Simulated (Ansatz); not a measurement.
GdCu, space group Pm-3m, a test of the smearing width

With Ansatz 0.2.0, Python API.

Notebook, run cell by cell (the value of a cell's last expression is shown):

```python
import ansatz
import matplotlib.pyplot as plt
from pymatgen.core import Lattice, Structure
from pymatgen.io.ase import AseAtomsAdaptor
```

```python
SETTINGS = {
    "functional": "r2scan",
    "kmesh": (10, 10, 10),
}
```

```python
pmg_structure = Structure(
    Lattice([[3.502, 0.0, 0.0], [0.0, 3.502, 0.0], [0.0, 0.0, 3.502]]),
    ["Gd", "Cu"],
    [
        [0.5, 0.5, 0.5],
        [0.0, 0.0, 0.0],
    ],
)
xtal = ansatz.Crystal.from_ase(AseAtomsAdaptor.get_atoms(pmg_structure)).moments(Gd=4.9)
```

```python
[site.symbol for site in xtal.resolved().sites]
```

    ['Gd', 'Cu']

```python
job = (
    xtal.calculation()
    .functional(SETTINGS["functional"])
    .basis(39 * ansatz.Ry)
    .kpoints(mesh=SETTINGS["kmesh"])
    .spin(ansatz.SpinTreatment.COLLINEAR)
    .forces()
    .stress()
)
```

```python
rows = []
for value in [0.25, 0.15, 0.1, 0.05, 0.025]:
    summary = job.occupations("cold", width=value).run(threads=1).report
    rows.append((value, summary["free_energy_ev"] / len(summary["lattice"]["sites"]), summary["n_iterations"], sum(summary["stress_gpa"][i][i] for i in range(3)) / 3, max(abs(f) for row in summary["forces_ev_ang"] for f in row), summary["magnetization_mub"], summary["n_kpoints"]))

print("  width (eV)   F/atom (eV)    iterations       P (GPa)  max component (eV/A)  moment (muB)      k-points")
for row in rows:
    print(f"{str(row[0]):>12s}  {row[1]:12.5f}  {row[2]:12d}  {row[3]:12.3f}  {row[4]:20.4f}  {row[5]:12.3f}  {row[6]:12d}")
```

    DeckWarning: where an SCF of this run starts from atoms to list the orders of its open shells, Gd (site 0, from 0) starts with 6.64 μB on its 4f shell, in the place of the 4.90 μB that the deck gives [...]
      width (eV)   F/atom (eV)    iterations       P (GPa)  max component (eV/A)  moment (muB)      k-points
            0.25   -7988.87980            19        -0.984                0.0000         7.421            56
            0.15   -7988.87845            18        -1.029                0.0000         7.427            56
             0.1   -7988.87729            20        -1.034                0.0000         7.425            56
            0.05   -7988.87640            22        -1.026                0.0000         7.427            56
           0.025   -7988.87628            20        -1.012                0.0000         7.424            56

```python
for row in rows[:-1]:
    shift = 1000 * (row[1] - rows[-1][1])
    print(f"{row[0]}: {shift:+.2f} meV/atom" + ("  (within 5 meV)" if abs(shift) < 5 else ""))
plt.figure(figsize=(4.5, 3))
plt.plot([str(row[0]) for row in rows], [1000 * (row[1] - rows[-1][1]) for row in rows], "o-")
plt.xlabel("width (eV)")
plt.ylabel("F - F(last) (meV/atom)")
plt.tight_layout()
plt.savefig("smear.png", dpi=100)
```

    0.25: -3.51 meV/atom  (within 5 meV)
    0.15: -2.17 meV/atom  (within 5 meV)
    0.1: -1.01 meV/atom  (within 5 meV)
    0.05: -0.12 meV/atom  (within 5 meV)

Going from 0.025 to 0.25 eV changes F by -3.5 meV an atom. This scheme is built to cancel the term in the square of the width, but that needs a smooth density of states and a fine mesh, and here a sizeable shift remains. The pressure moves from -1.01 to -0.98 GPa.

Open f shells: without a Hubbard U, without spin-orbit coupling; the state reached hangs on the start and needn't be the lowest. The overall sign of a collinear moment is arbitrary, and semilocal functionals can give small moments to compounds that are paramagnetic. Forces vanish by symmetry here and test nothing. The narrowest width needs the finest mesh, so the last row is no converged reference. Pressure is positive in compression. r2SCAN tends to overestimate the moments of itinerant magnets. The starting cell is as deposited in a crystallographic database; the results hold for this polymorph, which needn't be the stable one. Warnings are shown shortened and without file and line. Finished in 3.1 min on 1 thread of Arm Neoverse V1 (shared host), peak memory 0.71 GiB.
